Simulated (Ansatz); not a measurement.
**CH10BNSi2: small, medium and large basis sets**

One table from this session's results is given with a row withheld; the runs are named, their logs left out.

The runs use Ansatz 0.2.0, Gaussian basis; one geometry, several basis sets.

Plan: PBE0-D4/def2-SVP; ωB97M-V/def2-SVP; PBE0-D4/def2-QZVPP; ωB97M-V/def2-QZVPP; the functionals' def2-TZVPP values are taken from earlier runs.

## The geometry

All runs share one geometry, relaxed beforehand with PBE0-D4 in a triple-zeta def2 set.

SMILES `CBN([SiH3])[SiH3]`, 15 atoms, charge 0, spin multiplicity 1.

Atoms are counted from 1 here; the program's logs count them from 0.

Bond lengths: C1–B2 1.563 Å, C1–H6 1.090 Å, C1–H7 1.096 Å, C1–H8 1.096 Å, B2–N3 1.420 Å, B2–H9 1.211 Å, N3–Si4 1.755 Å, N3–Si5 1.748 Å, Si4–H10 1.484 Å, Si4–H11 1.489 Å, Si4–H12 1.483 Å, Si5–H13 1.481 Å, Si5–H14 1.486 Å, Si5–H15 1.486 Å. Angles: B2–C1–H6 116.3°, B2–C1–H7 109.1°, B2–C1–H8 109.2°, H6–C1–H7 108.3°, H6–C1–H8 108.3°, H7–C1–H8 105.0°, C1–B2–N3 126.9°, C1–B2–H9 117.7°, N3–B2–H9 115.4°, B2–N3–Si4 114.1°, B2–N3–Si5 127.9°, Si4–N3–Si5 118.1°, N3–Si4–H10 111.0°, N3–Si4–H11 107.3°, N3–Si4–H12 110.9°, H10–Si4–H11 109.0°, H10–Si4–H12 109.5°, H11–Si4–H12 109.0° and more.

Geometry (Å):

```xyz
15

C     0.5131    1.6291   -1.4888
B    -0.3202    0.4005   -0.9998
N    -0.1515   -0.3150    0.2149
Si   -1.2626   -1.6584    0.4149
Si    1.0057   -0.0091    1.4882
H     1.3125    1.9646   -0.8277
H     0.9490    1.4001   -2.4683
H    -0.1617    2.4741   -1.6692
H    -1.2068    0.0001   -1.7203
H    -2.6669   -1.1829    0.4703
H    -0.9243   -2.3253    1.7022
H    -1.1145   -2.6365   -0.6903
H     1.7913    1.2136    1.2044
H     1.9291   -1.1661    1.6217
H     0.2858    0.1604    2.7772
```

The first run:

in.yaml reads:

```yaml
crystal:
  periodic: [false, false, false]
  atoms:
    - {symbol: C, position_ang: [0.513120, 1.629107, -1.488819]}
    - {symbol: B, position_ang: [-0.320237, 0.400460, -0.999823]}
    - {symbol: N, position_ang: [-0.151506, -0.315045, 0.214947]}
    - {symbol: Si, position_ang: [-1.262562, -1.658401, 0.414877]}
    - {symbol: Si, position_ang: [1.005739, -0.009061, 1.488232]}
    - {symbol: H, position_ang: [1.312529, 1.964603, -0.827709]}
    - {symbol: H, position_ang: [0.948968, 1.400146, -2.468303]}
    - {symbol: H, position_ang: [-0.161677, 2.474103, -1.669167]}
    - {symbol: H, position_ang: [-1.206832, 0.000145, -1.720253]}
    - {symbol: H, position_ang: [-2.666914, -1.182935, 0.470257]}
    - {symbol: H, position_ang: [-0.924292, -2.325282, 1.702213]}
    - {symbol: H, position_ang: [-1.114483, -2.636500, -0.690348]}
    - {symbol: H, position_ang: [1.791350, 1.213643, 1.204382]}
    - {symbol: H, position_ang: [1.929150, -1.166067, 1.621705]}
    - {symbol: H, position_ang: [0.285847, 0.160384, 2.777208]}
basis:
  gaussian: {orbitals: def2-SVP}
hamiltonian: {xc: pbe0, dispersion: d4}
output: {orbitals: {seedname: orbitals}}
```

Launch:

```bash
$ ansatz run in.yaml --threads 2 --pin off --events-out ev --progress --plain --max-ram 32768MiB --backend cpu
```

Among the steps run: PBE0-D4 in def2-SVP; ωB97M-V in def2-SVP; PBE0-D4 in def2-QZVPP; ωB97M-V in def2-QZVPP.

One of the session's tables, all rows but one given; the rest of the session is left out.

It belongs to the step «Density functionals: the series». 

```
functional       basis  HOMO (eV)  LUMO (eV)
   PBE0-D4    def2-SVP      -8.14       0.01
   PBE0-D4  def2-TZVPP      -8.20      -0.19
   PBE0-D4  def2-QZVPP      -8.21      -0.24
   ωB97M-V    def2-SVP          ?          ?
   ωB97M-V  def2-TZVPP     -10.45       1.67
   ωB97M-V  def2-QZVPP     -10.46       1.35
```

Estimate the missing values for ωB97M-V, def2-SVP.

As computed: HOMO (eV): -10.35; LUMO (eV): 2.02. In the column «HOMO (eV)» it lies between ωB97M-V, def2-TZVPP (-10.45) and PBE0-D4, def2-QZVPP (-8.21).
